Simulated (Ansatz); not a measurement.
# H5NO3Si: up Jacob's ladder to CCSD(T)

One table from this session's results is given with a row withheld; the runs are named, their logs left out.

Method: functionals in def2-TZVPP, the program's frozen cores in correlated methods; program: Ansatz 0.2.0, Gaussian basis.

The runs, in order: LDA (SPW92), PBE-D4, revPBE-D4, BLYP-D4, r2SCAN-D4, B97M-V, PBE0-D4, B3LYP-D4, r2SCANh-D4, r2SCAN0-D4, HSE06-D4, BHLYP-D4, CAM-B3LYP-D4, LC-ωPBE, ωB97X-V, ωB97M-V, B2PLYP, PBE-QIDH; CCSD(T)/def2-SVP; CCSD(T)/def2-TZVPP; MP2/def2-QZVPP; extrapolation to the limit; RPA on PBE.

## Structure used throughout

The geometry comes from an earlier relaxation with PBE0-D4 in a triple-zeta def2 set; it is a stationary point, not always the lowest conformer.

10 atoms, charge 0, spin multiplicity 1.

Atoms are counted from 1 here; the program's logs count them from 0.

Bond lengths: N1–Si2 1.697 Å, N1–H6 1.006 Å, N1–H7 1.006 Å, Si2–O3 1.640 Å, Si2–O4 1.634 Å, Si2–O5 1.642 Å, O3–H8 0.958 Å, O4–H9 0.958 Å, O5–H10 0.958 Å. Angles: Si2–N1–H6 119.6°, Si2–N1–H7 121.3°, H6–N1–H7 111.9°, N1–Si2–O3 118.5°, N1–Si2–O4 103.5°, N1–Si2–O5 108.9°, O3–Si2–O4 107.2°, O3–Si2–O5 103.3°, O4–Si2–O5 116.0°, Si2–O3–H8 115.6°, Si2–O4–H9 115.3°, Si2–O5–H10 115.8°.

The first run:

The input, in.yaml:

```yaml
crystal:
  periodic: [false, false, false]
  atoms:
    - {symbol: N, position_ang: [1.056241, -1.087026, 0.091188]}
    - {symbol: Si, position_ang: [-0.160132, 0.094495, 0.023328]}
    - {symbol: O, position_ang: [-0.099921, 1.343267, 1.085388]}
    - {symbol: O, position_ang: [-1.526140, -0.744125, 0.341410]}
    - {symbol: O, position_ang: [-0.097441, 0.839222, -1.438325]}
    - {symbol: H, position_ang: [0.975717, -1.846491, 0.746417]}
    - {symbol: H, position_ang: [2.016609, -0.859756, -0.102561]}
    - {symbol: H, position_ang: [0.175745, 2.184976, 0.720394]}
    - {symbol: H, position_ang: [-2.237229, -0.235964, 0.733755]}
    - {symbol: H, position_ang: [-0.020551, 0.260303, -2.197993]}
basis:
  gaussian: {orbitals: def2-TZVPP}
hamiltonian: {xc: lda}
output: {orbitals: {seedname: orbitals}}
```

Steps of the session up to this table: LDA; PBE-D4 (GGA); revPBE-D4 (GGA); BLYP-D4 (GGA); r2SCAN-D4 (meta-GGA); B97M-V (meta-GGA); PBE0-D4 (hybrid); B3LYP-D4 (hybrid); r2SCANh-D4 (hybrid); r2SCAN0-D4 (hybrid); HSE06-D4 (hybrid); BHLYP-D4 (hybrid); CAM-B3LYP-D4 (range-separated); LC-ωPBE-D4 (range-separated; the results give it without D4); ωB97X-V (range-separated); ωB97M-V (range-separated); B2PLYP (double hybrid); PBE-QIDH (double hybrid).

One table of the session follows, with a row left open; its other results are not shown here.

It belongs to the step «Frontier levels by functional». 

| functional | HOMO (eV) | LUMO (eV) | gap (eV) |
| --- | --- | --- | --- |
| LDA (SPW92) | -6.24 | -0.42 | 5.82 |
| PBE-D4 | -6.06 | -0.28 | 5.78 |
| revPBE-D4 | -5.99 | -0.20 | 5.79 |
| BLYP-D4 | -5.94 | -0.34 | 5.60 |
| r2SCAN-D4 | -6.39 | 0.43 | 6.81 |
| B97M-V | -6.47 | -0.04 | 6.43 |
| PBE0-D4 | -7.59 | 0.59 | 8.18 |
| B3LYP-D4 | ? | ? | ? |
| r2SCANh-D4 | -6.96 | 0.68 | 7.64 |
| r2SCAN0-D4 | -7.83 | 1.05 | 8.88 |
| HSE06-D4 | -7.18 | 0.22 | 7.40 |
| BHLYP-D4 | -9.04 | 1.19 | 10.24 |
| CAM-B3LYP-D4 | -9.08 | 1.32 | 10.40 |
| LC-ωPBE | -10.52 | 2.71 | 13.22 |
| ωB97X-V | -10.12 | 2.47 | 12.59 |
| ωB97M-V | -10.02 | 2.01 | 12.03 |

Q: Estimate the row for B3LYP-D4 from the others.

Worked estimate for «HOMO (eV)». Against the share of exact exchange, BLYP-D4 (0, -5.94), BHLYP-D4 (0.5, -9.04) give a slope of -6.20 per unit share; at 0.2 the line stands at -7.18.

**Answer.** HOMO (eV): -7.33; LUMO (eV): 0.20; gap (eV): 7.53. In «HOMO (eV)» the line misses by +0.15.
